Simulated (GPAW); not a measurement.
The system is GaB.

```
Ga B
1.0
     2.71824    0.00000    0.00000
     0.00000    2.71824    0.00000
     0.00000    0.00000    3.23621
Ga B
1 1
Direct
  0.50000 0.50000 0.50000
  0.00000 0.00000 0.00000
```

The cell was built by a generator and needn't be a form met in nature.

Program: GPAW 26.7.0. Alike in all runs: no spin polarisation; cell as given; k mesh 10 × 10 × 8; cutoff (eV) 800; smearing fermi-dirac 0.05 eV.

Problem. Order these runs on this cell by their pressure, lowest first.
A. level PBE; potentials or basis GPAW PAW data sets (gpaw-data 1.2.1), pw
B. level TPSS; potentials or basis GPAW PAW data sets (gpaw-data 1.2.1), pw; eigensolver davidson
C. level BLYP; potentials or basis PAW data sets generated in the run's folder for this functional, pw; eigensolver davidson
D. level RPBE; potentials or basis the program's PAW data sets (release 1.2.1) made for this functional, pw; band path GXMGZRAZ,XR,MA; band points 100
E. level LDA; potentials or basis the program's PAW data sets (release 1.2.1) made for this functional, pw

Solution. E (-5.9 GPa), B (-1.0 GPa), A (1.0 GPa), D (3.4 GPa), C (8.9 GPa).

Caveats: the PAW data sets were made with another functional, which shifts forces and pressure a little (some runs).

Not every run made on this cell is shown here.
